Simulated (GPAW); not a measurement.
The system is Zr3S2.

```
Zr S
1.0
     2.90254    1.67578    3.48777
    -2.90254    1.67578    3.48777
     0.00000   -3.35156    3.48777
Zr S
3 2
Direct
  0.83873 0.50000 0.16127
  0.50000 0.16127 0.83873
  0.16127 0.83873 0.50000
  0.66502 0.66502 0.66502
  0.33498 0.33498 0.33498
```

The cell comes from a database or a generator and needn't be the stable form of this composition.

Base run:

| Item | Value |
| --- | --- |
| Program | GPAW 26.7.0 |
| Functional | LDA |
| Potentials or basis | the program's PAW data sets (release 1.2.1) made for this functional |
| Cutoff | 450 eV |
| Basis | pw |
| k mesh | 5 × 5 × 5 |
| Occupations | fermi-dirac, width 0.05 eV |
| Spin | no spin polarisation |

Its results: band gap on the k mesh none (metal or under the smearing width); pressure -8.8 GPa; largest force 0.197 eV/Å.

Question: The run is repeated on the same cell with these changes: functional from LDA to PBE; potentials or basis from the program's PAW data sets (release 1.2.1) made for this functional to GPAW PAW data sets (gpaw-data 1.2.1). What comes out?

Answer: Band gap on the k mesh none (metal or under the smearing width); pressure -2.1 GPa; largest force 0.086 eV/Å.

Caveats: the cutoff is short for stress and forces, so pressures can be off by a GPa or more.
